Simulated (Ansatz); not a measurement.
# AlH2O2 radical + SiH4O + H2O: a complex and its separated parts, part 2 of 3

Ansatz 0.2.0, Gaussian basis. Earlier steps stand in the parts before.

## 10. PBE0-D4/def2-TZVPP

The inputs:

parta/in.yaml

```yaml
crystal:
  periodic: [false, false, false]
  atoms:
    - {symbol: Al, position_ang: [-1.868300, 0.414772, 0.656322]}
    - {symbol: O, position_ang: [-2.010263, 0.825639, -0.985485]}
    - {symbol: O, position_ang: [-0.851635, 1.398681, 1.595910]}
    - {symbol: H, position_ang: [-2.558801, 0.329875, -1.591618]}
    - {symbol: H, position_ang: [-0.710325, 1.245136, 2.528929]}
basis:
  gaussian: {orbitals: def2-TZVPP}
magnetization: {spin_polarized: true, initial_magnetization: 1}
hamiltonian: {xc: pbe0, dispersion: d4}
output: {orbitals: {seedname: orbitals}}
```

partb/in.yaml

```yaml
crystal:
  periodic: [false, false, false]
  atoms:
    - {symbol: O, position_ang: [0.154144, -0.790439, -0.096531]}
    - {symbol: Si, position_ang: [0.487488, -0.903810, -1.706283]}
    - {symbol: H, position_ang: [0.797438, -0.356103, 0.464227]}
    - {symbol: H, position_ang: [-0.665277, -1.608914, -2.311070]}
    - {symbol: H, position_ang: [0.643694, 0.438685, -2.331039]}
    - {symbol: H, position_ang: [1.737895, -1.672671, -1.955966]}
basis:
  gaussian: {orbitals: def2-TZVPP}
hamiltonian: {xc: pbe0, dispersion: d4}
output: {orbitals: {seedname: orbitals}}
```

partc/in.yaml

```yaml
crystal:
  periodic: [false, false, false]
  atoms:
    - {symbol: H, position_ang: [1.009001, 0.723592, 1.849063]}
    - {symbol: O, position_ang: [1.777281, 0.228231, 1.557245]}
    - {symbol: H, position_ang: [2.057657, -0.272674, 2.326192]}
basis:
  gaussian: {orbitals: def2-TZVPP}
hamiltonian: {xc: pbe0, dispersion: d4}
output: {orbitals: {seedname: orbitals}}
```

Each run has its own folder and the same command.

Launch:

```sh
> ansatz run in.yaml --threads 4 --pin off --events-out ev --progress --plain --max-ram 46080MiB --backend cpu
```

Output in parta (excerpt; [...] marks lines left out):

```text
Functional definition: PBE0
  name "PBE0"
  cite "Adamo & Barone, J. Chem. Phys. 110, 6158 (1999) doi:10.1063/1.478522"
  cite "Perdew, Burke & Ernzerhof, Phys. Rev. Lett. 77, 3865 (1996) doi:10.1103/PhysRevLett.77.3865"
  parent pbe
[...]
720 factors; their error is unknown
[...]
mean field -10720.08505820 eV, -393.9558595541 hartree, gradient 8.3e-5 eV, S^2 0.751847; 0 other end points of the search recorded, 0 dependent functions left out
reference -10720.08508613 eV, -393.9558605806 hartree; 16, 15 occupied and 116, 117 virtual orbitals, 720 factors
Total energy: -10720.13938204 eV, -393.9578559186 hartree
```

Output in partb (excerpt; [...] marks lines left out):

```text
[... 5 set-up lines as earlier in the session ...]
[...]
678 factors; their error is unknown
[...]
mean field -9986.29142418 eV, -366.9894408873 hartree, gradient 1.5e-5 eV, S^2 0.000000; 0 other end points of the search recorded, 0 dependent functions left out
reference -9986.29144928 eV, -366.9894418096 hartree; 13, 13 occupied and 116, 116 virtual orbitals, 678 factors
Total energy: -9986.34444822 eV, -366.9913894845 hartree
```

Log of partc (excerpt; [...] marks lines left out):

```text
[... 5 set-up lines as earlier in the session ...]
[...]
269 factors; their error is unknown
[...]
mean field -2078.42782083 eV, -76.3808136066 hartree, gradient 1.2e-5 eV, S^2 0.000000; 0 other end points of the search recorded, 0 dependent functions left out
reference -2078.42783534 eV, -76.3808141396 hartree; 5, 5 occupied and 54, 54 virtual orbitals, 269 factors
Total energy: -2078.43209117 eV, -76.3809705386 hartree
```

Times: 0.75 s (parta), 0.46 s (partb), 0.15 s (partc) on 4 threads of AMD EPYC 7R13, shared host.

## 11. B3LYP-D4/def2-TZVPP

Each input of step 10 (parta, partb, partc) changes in the same lines:

```diff
-hamiltonian: {xc: pbe0, dispersion: d4}
-output: {orbitals: {seedname: orbitals}}
+hamiltonian: {xc: {name: B3LYP}, dispersion: d4}
```

The same command starts each run, in its folder.

Launch:

```sh
> ansatz run in.yaml --threads 4 --pin off --events-out ev --progress --plain --max-ram 46080MiB --backend cpu
```

parta printed (excerpt; [...] marks lines left out):

```text
Functional definition: B3LYP
  name "B3LYP"
  cite "Stephens, Devlin, Chabalowski & Frisch, J. Phys. Chem. 98, 11623 (1994) doi:10.1021/j100096a001"
[... 2 set-up lines as earlier in the session ...]
  cite "Vosko, Wilk & Nusair, Can. J. Phys. 58, 1200 (1980) doi:10.1139/p80-159"
[...]
713 factors; their error is unknown
[...]
mean field -10728.27214181 eV, -394.2567293276 hartree, gradient 3.1e-5 eV, S^2 0.751591; 0 other end points of the search recorded, 0 dependent functions left out
reference -10728.27235071 eV, -394.2567370043 hartree; 16, 15 occupied and 116, 117 virtual orbitals, 713 factors
Total energy: -10728.37952849 eV, -394.2606757150 hartree
```

Output in partb (excerpt; [...] marks lines left out):

```text
[... 6 set-up lines as earlier in the session ...]
[...]
678 factors; their error is unknown
[...]
mean field -9992.74275570 eV, -367.2265229477 hartree, gradient 2.1e-5 eV, S^2 0.000000; 0 other end points of the search recorded, 0 dependent functions left out
reference -9992.74296554 eV, -367.2265306590 hartree; 13, 13 occupied and 116, 116 virtual orbitals, 678 factors
Total energy: -9992.84765489 eV, -367.2303779217 hartree
```

Log of partc (excerpt; [...] marks lines left out):

```text
[... 6 set-up lines as earlier in the session ...]
[...]
269 factors; their error is unknown
[...]
mean field -2080.76396000 eV, -76.4666651374 hartree, gradient 1.1e-5 eV, S^2 0.000000; 0 other end points of the search recorded, 0 dependent functions left out
reference -2080.76409836 eV, -76.4666702221 hartree; 5, 5 occupied and 54, 54 virtual orbitals, 269 factors
Total energy: -2080.77252443 eV, -76.4669798747 hartree
```

Times: 0.8 s (parta), 0.45 s (partb), 0.15 s (partc) on 4 threads of AMD EPYC 7R13, shared host.

## 12. r2SCAN0-D4/def2-TZVPP

The same edit goes into each in.yaml of step 11 (parta, partb, partc):

```diff
-hamiltonian: {xc: {name: B3LYP}, dispersion: d4}
+hamiltonian: {xc: {name: r2SCAN0}, dispersion: d4}
```

One command serves all of them, each in its own folder.

Launch:

```sh
> ansatz run in.yaml --threads 4 --pin off --events-out ev --progress --plain --max-ram 46080MiB --backend cpu
```

Log of parta (excerpt; [...] marks lines left out):

```text
Functional definition: r2SCAN0
  name "r2SCAN0"
  cite "Bursch, Neugebauer, Ehlert & Grimme, J. Chem. Phys. 156, 134105 (2022) doi:10.1063/5.0086040"
[... 3 set-up lines as earlier in the session ...]
[...]
720 factors; their error is unknown
[...]
mean field -10724.15572752 eV, -394.1054538926 hartree, gradient 5.0e-5 eV, S^2 0.752709; 0 other end points of the search recorded, 0 dependent functions left out
reference -10724.15573879 eV, -394.1054543068 hartree; 16, 15 occupied and 116, 117 virtual orbitals, 720 factors
Total energy: -10724.17296916 eV, -394.1060875112 hartree
```

Log of partb (excerpt; [...] marks lines left out):

```text
[... 6 set-up lines as earlier in the session ...]
[...]
678 factors; their error is unknown
[...]
mean field -9989.76146497 eV, -367.1169625341 hartree, gradient 1.4e-5 eV, S^2 0.000000; 0 other end points of the search recorded, 0 dependent functions left out
reference -9989.76147325 eV, -367.1169628383 hartree; 13, 13 occupied and 116, 116 virtual orbitals, 678 factors
Total energy: -9989.77850097 eV, -367.1175885955 hartree
```

Log of partc (excerpt; [...] marks lines left out):

```text
[... 6 set-up lines as earlier in the session ...]
[...]
269 factors; their error is unknown
[...]
mean field -2079.27470590 eV, -76.4119360588 hartree, gradient 2.0e-5 eV, S^2 0.000000; 0 other end points of the search recorded, 0 dependent functions left out
reference -2079.27471000 eV, -76.4119362095 hartree; 5, 5 occupied and 54, 54 virtual orbitals, 269 factors
Total energy: -2079.27611416 eV, -76.4119878113 hartree
```

Wall times: 1.6 s (parta), 0.75 s (partb), 0.3 s (partc) on 4 threads of AMD EPYC 7R13, shared host.

## 13. BHLYP-D4/def2-TZVPP

Each input of step 12 (parta, partb, partc) changes in the same lines:

```diff
-hamiltonian: {xc: {name: r2SCAN0}, dispersion: d4}
+hamiltonian: {xc: {name: BHLYP}, dispersion: d4}
```

Each run has its own folder and the same command.

Launch:

```sh
> ansatz run in.yaml --threads 4 --pin off --events-out ev --progress --plain --max-ram 46080MiB --backend cpu
```

Log of parta (excerpt; [...] marks lines left out):

```text
Functional definition: BHLYP
  name "BHLYP"
  cite "Becke, J. Chem. Phys. 98, 1372 (1993) doi:10.1063/1.464304"
[... 2 set-up lines as earlier in the session ...]
[...]
777 factors; their error is unknown
[...]
mean field -10725.65136945 eV, -394.1604177196 hartree, gradient 2.7e-5 eV, S^2 0.752298; 0 other end points of the search recorded, 0 dependent functions left out
reference -10725.65151122 eV, -394.1604229297 hartree; 16, 15 occupied and 116, 117 virtual orbitals, 777 factors
Total energy: -10725.73632125 eV, -394.1635396407 hartree
```

Output in partb (excerpt; [...] marks lines left out):

```text
[... 5 set-up lines as earlier in the session ...]
[...]
723 factors; their error is unknown
[...]
mean field -9991.01756429 eV, -367.1631233328 hartree, gradient 3.1e-5 eV, S^2 0.000000; 0 other end points of the search recorded, 0 dependent functions left out
reference -9991.01770595 eV, -367.1631285386 hartree; 13, 13 occupied and 116, 116 virtual orbitals, 723 factors
Total energy: -9991.09249802 eV, -367.1658770964 hartree
```

partc printed (excerpt; [...] marks lines left out):

```text
[... 5 set-up lines as earlier in the session ...]
[...]
295 factors; their error is unknown
[...]
mean field -2079.57890599 eV, -76.4231152059 hartree, gradient 2.0e-5 eV, S^2 0.000000; 0 other end points of the search recorded, 0 dependent functions left out
reference -2079.57899678 eV, -76.4231185425 hartree; 5, 5 occupied and 54, 54 virtual orbitals, 295 factors
Total energy: -2079.58394860 eV, -76.4233005186 hartree
```

They took 0.8 s (parta), 0.4 s (partb), 0.2 s (partc) on 4 threads of AMD EPYC 7R13, shared host.

## 14. CAM-B3LYP-D4/def2-TZVPP

The same edit goes into each in.yaml of step 13 (parta, partb, partc):

```diff
-hamiltonian: {xc: {name: BHLYP}, dispersion: d4}
+hamiltonian: {xc: {name: CAM-B3LYP}, dispersion: d4}
```

Each run has its own folder and the same command.

Launch:

```sh
> ansatz run in.yaml --threads 4 --pin off --events-out ev --progress --plain --max-ram 46080MiB --backend cpu
```

parta printed (excerpt; [...] marks lines left out):

```text
Functional definition: CAM-B3LYP
  name "CAM-B3LYP"
  cite "Yanai, Tew & Handy, Chem. Phys. Lett. 393, 51 (2004) doi:10.1016/j.cplett.2004.06.011"
  cite "Iikura, Tsuneda, Yanai & Hirao, J. Chem. Phys. 115, 3540 (2001) doi:10.1063/1.1383587"
[... 2 set-up lines as earlier in the session ...]
[...]
  # Exact exchange under (alpha + beta erf(omega r))/r, Becke's under what is left of 1/r.
[...]
708 factors; their error is unknown
174 factors; integrals over basis functions are off by at most 2.7e-5 eV
[...]
mean field -10726.53343023 eV, -394.1928328554 hartree, gradient 6.6e-5 eV, S^2 0.751877; 0 other end points of the search recorded, 0 dependent functions left out
reference -10726.53353161 eV, -394.1928365810 hartree; 16, 15 occupied and 116, 117 virtual orbitals, 708 factors
Total energy: -10726.58860236 eV, -394.1948603938 hartree
```

Output in partb (excerpt; [...] marks lines left out):

```text
[... 6 set-up lines as earlier in the session ...]
[...]
  # Exact exchange under (alpha + beta erf(omega r))/r, Becke's under what is left of 1/r.
[...]
678 factors; their error is unknown
177 factors; integrals over basis functions are off by at most 1.4e-5 eV
[...]
mean field -9991.52637601 eV, -367.1818218185 hartree, gradient 8.3e-5 eV, S^2 0.000000; 0 other end points of the search recorded, 0 dependent functions left out
reference -9991.52647795 eV, -367.1818255647 hartree; 13, 13 occupied and 116, 116 virtual orbitals, 678 factors
Total energy: -9991.57918321 eV, -367.1837624472 hartree
```

Log of partc (excerpt; [...] marks lines left out):

```text
[... 6 set-up lines as earlier in the session ...]
[...]
  # Exact exchange under (alpha + beta erf(omega r))/r, Becke's under what is left of 1/r.
[...]
269 factors; their error is unknown
72 factors; integrals over basis functions are off by at most 1.6e-5 eV
[...]
mean field -2079.99968511 eV, -76.4385785532 hartree, gradient 1.1e-5 eV, S^2 0.000000; 0 other end points of the search recorded, 0 dependent functions left out
reference -2079.99975254 eV, -76.4385810313 hartree; 5, 5 occupied and 54, 54 virtual orbitals, 269 factors
Total energy: -2080.00381851 eV, -76.4387304528 hartree
```

Times: 0.85 s (parta), 0.5 s (partb), 0.2 s (partc) on 4 threads of AMD EPYC 7R13, shared host.

## 15. wB97X-V/def2-TZVPP

Each input of step 14 (parta, partb, partc) changes in the same lines:

```diff
-hamiltonian: {xc: {name: CAM-B3LYP}, dispersion: d4}
+hamiltonian: {xc: {name: wB97X-V}}
```

Each run has its own folder and the same command.

Launch:

```sh
> ansatz run in.yaml --threads 4 --pin off --events-out ev --progress --plain --max-ram 46080MiB --backend cpu
```

Log of parta (excerpt; [...] marks lines left out):

```text
Functional definition: wB97X-V
  name "wB97X-V"
  cite "Mardirossian & Head-Gordon, Phys. Chem. Chem. Phys. 16, 9904 (2014) doi:10.1039/C3CP54374A"
[... 2 set-up lines as earlier in the session ...]
[...]
      + integral(e_c_pw_opposite_spin*poly(b97_u_opposite, cos0, cos1)) + vv10(b, c)
708 factors; their error is unknown
159 factors; integrals over basis functions are off by at most 1.8e-5 eV
[...]
mean field -10724.89985683 eV, -394.1328001402 hartree, gradient 6.6e-5 eV, S^2 0.751813; 0 other end points of the search recorded, 0 dependent functions left out
reference -10724.89985624 eV, -394.1328001185 hartree; 16, 15 occupied and 116, 117 virtual orbitals, 708 factors
Total energy: -10724.89985624 eV, -394.1328001185 hartree
```

partb printed (excerpt; [...] marks lines left out):

```text
[... 5 set-up lines as earlier in the session ...]
[...]
      + integral(e_c_pw_opposite_spin*poly(b97_u_opposite, cos0, cos1)) + vv10(b, c)
678 factors; their error is unknown
163 factors; integrals over basis functions are off by at most 1.4e-5 eV
[...]
mean field -9989.99700687 eV, -367.1256185394 hartree, gradient 4.8e-5 eV, S^2 0.000000; 0 other end points of the search recorded, 0 dependent functions left out
reference -9989.99700515 eV, -367.1256184760 hartree; 13, 13 occupied and 116, 116 virtual orbitals, 678 factors
Total energy: -9989.99700515 eV, -367.1256184760 hartree
```

partc printed (excerpt; [...] marks lines left out):

```text
[... 5 set-up lines as earlier in the session ...]
[...]
      + integral(e_c_pw_opposite_spin*poly(b97_u_opposite, cos0, cos1)) + vv10(b, c)
269 factors; their error is unknown
69 factors; integrals over basis functions are off by at most 2.2e-5 eV
[...]
mean field -2079.88767214 eV, -76.4344621526 hartree, gradient 2.2e-5 eV, S^2 0.000000; 0 other end points of the search recorded, 0 dependent functions left out
reference -2079.88767124 eV, -76.4344621197 hartree; 5, 5 occupied and 54, 54 virtual orbitals, 269 factors
Total energy: -2079.88767124 eV, -76.4344621197 hartree
```

Wall times: 2.2 s (parta), 1.1 s (partb), 0.3 s (partc) on 4 threads of AMD EPYC 7R13, shared host.

## 16. wB97M-V/def2-TZVPP

The same edit goes into each in.yaml of step 15 (parta, partb, partc):

```diff
-hamiltonian: {xc: {name: wB97X-V}}
+hamiltonian: {xc: {name: wB97M-V}}
```

Each run has its own folder and the same command.

Launch:

```sh
> ansatz run in.yaml --threads 4 --pin off --events-out ev --progress --plain --max-ram 46080MiB --backend cpu
```

Output in parta (excerpt; [...] marks lines left out):

```text
Functional definition: wB97M-V
  name "wB97M-V"
  cite "Mardirossian & Head-Gordon, J. Chem. Phys. 144, 214110 (2016) doi:10.1063/1.4952647"
[... 2 set-up lines as earlier in the session ...]
  # Of w^i u^j: cxij and so on, Table III.
[...]
  gx(w, u) = 1 - cx + cx01*u + cx10*w
[...]
      + integral(e_c_pw_mod_opposite_spin*gos(b97_w_opposite, b97_u_opposite)) + vv10(b, c)
692 factors; their error is unknown
159 factors; integrals over basis functions are off by at most 1.8e-5 eV
[...]
mean field -10725.88300045 eV, -394.1689300020 hartree, gradient 5.5e-5 eV, S^2 0.751340; 0 other end points of the search recorded, 0 dependent functions left out
reference -10725.88304133 eV, -394.1689315042 hartree; 16, 15 occupied and 116, 117 virtual orbitals, 692 factors
Total energy: -10725.88304133 eV, -394.1689315042 hartree
```

Output in partb (excerpt; [...] marks lines left out):

```text
[... 5 set-up lines as earlier in the session ...]
  # Of w^i u^j: cxij and so on, Table III.
[...]
  gx(w, u) = 1 - cx + cx01*u + cx10*w
[...]
      + integral(e_c_pw_mod_opposite_spin*gos(b97_w_opposite, b97_u_opposite)) + vv10(b, c)
678 factors; their error is unknown
163 factors; integrals over basis functions are off by at most 1.4e-5 eV
[...]
mean field -9990.45388529 eV, -367.1424085115 hartree, gradient 4.2e-5 eV, S^2 0.000000; 0 other end points of the search recorded, 0 dependent functions left out
reference -9990.45392745 eV, -367.1424100611 hartree; 13, 13 occupied and 116, 116 virtual orbitals, 678 factors
Total energy: -9990.45392745 eV, -367.1424100611 hartree
```

partc printed (excerpt; [...] marks lines left out):

```text
[... 5 set-up lines as earlier in the session ...]
  # Of w^i u^j: cxij and so on, Table III.
[...]
  gx(w, u) = 1 - cx + cx01*u + cx10*w
[...]
      + integral(e_c_pw_mod_opposite_spin*gos(b97_w_opposite, b97_u_opposite)) + vv10(b, c)
269 factors; their error is unknown
69 factors; integrals over basis functions are off by at most 2.2e-5 eV
[...]
mean field -2079.85938240 eV, -76.4334225238 hartree, gradient 2.9e-5 eV, S^2 0.000000; 0 other end points of the search recorded, 0 dependent functions left out
reference -2079.85940441 eV, -76.4334233327 hartree; 5, 5 occupied and 54, 54 virtual orbitals, 269 factors
Total energy: -2079.85940441 eV, -76.4334233327 hartree
```

Wall times: 2.1 s (parta), 1.1 s (partb), 0.3 s (partc) on 4 threads of AMD EPYC 7R13, shared host.

## 17. B2PLYP/def2-TZVPP

Each input of step 16 (parta, partb, partc) changes in the same lines:

```diff
-hamiltonian: {xc: {name: wB97M-V}}
+hamiltonian: {xc: {name: B2PLYP}}
```

One command serves all of them, each in its own folder.

Launch:

```sh
> ansatz run in.yaml --threads 4 --pin off --events-out ev --progress --plain --max-ram 46080MiB --backend cpu
```

Log of parta (excerpt; [...] marks lines left out):

```text
Functional definition: B2PLYP
  name "B2PLYP"
  cite "Grimme, J. Chem. Phys. 124, 034108 (2006) doi:10.1063/1.2148954"
[... 2 set-up lines as earlier in the session ...]
[...]
820 factors; integrals over basis functions are off by at most 7.9e-4 eV
[...]
mean field -10717.11839021 eV, -393.8468365163 hartree, gradient 5.6e-6 eV, S^2 0.752406; 0 other end points of the search recorded, 0 dependent functions left out
7 core orbitals not correlated: weight in the atoms' cores, before any rotation towards them, 1.000 or more for the frozen orbitals, at most 0.000 for the correlated occupied ones
reference -10717.11852291 eV, -393.8468413933 hartree; 9, 8 occupied and 116, 117 virtual orbitals, 820 factors
second order -17.85336184 eV of doubles, -0.00000000 eV of singles
Total energy: -10721.93893061 eV, -394.0239881087 hartree
```

Output in partb (excerpt; [...] marks lines left out):

```text
[... 5 set-up lines as earlier in the session ...]
[...]
746 factors; integrals over basis functions are off by at most 1.1e-3 eV
[...]
mean field -9983.99669007 eV, -366.9051109641 hartree, gradient 2.8e-6 eV, S^2 0.000000; 0 other end points of the search recorded, 0 dependent functions left out
6 core orbitals not correlated: weight in the atoms' cores, before any rotation towards them, 1.000 or more for the frozen orbitals, at most 0.000 for the correlated occupied ones
reference -9983.99682233 eV, -366.9051158247 hartree; 7, 7 occupied and 116, 116 virtual orbitals, 746 factors
second order -12.31560701 eV of doubles, -0.00000000 eV of singles
Total energy: -9987.32203623 eV, -367.0273151813 hartree
```

Output in partc (excerpt; [...] marks lines left out):

```text
[... 5 set-up lines as earlier in the session ...]
[...]
361 factors; integrals over basis functions are off by at most 7.6e-4 eV
[...]
mean field -2077.03827850 eV, -76.3297488677 hartree, gradient 8.4e-7 eV, S^2 0.000000; 0 other end points of the search recorded, 0 dependent functions left out
1 core orbitals not correlated: weight in the atoms' cores, before any rotation towards them, 1.000 or more for the frozen orbitals, at most 0.000 for the correlated occupied ones
reference -2077.03836352 eV, -76.3297519923 hartree; 4, 4 occupied and 54, 54 virtual orbitals, 361 factors
second order -8.41873005 eV of doubles, -0.00000000 eV of singles
Total energy: -2079.31142064 eV, -76.4132853006 hartree
```

Wall times: 1.1 s (parta), 0.7 s (partb), 0.2 s (partc) on 4 threads of AMD EPYC 7R13, shared host.

[end of part 2 of 3]
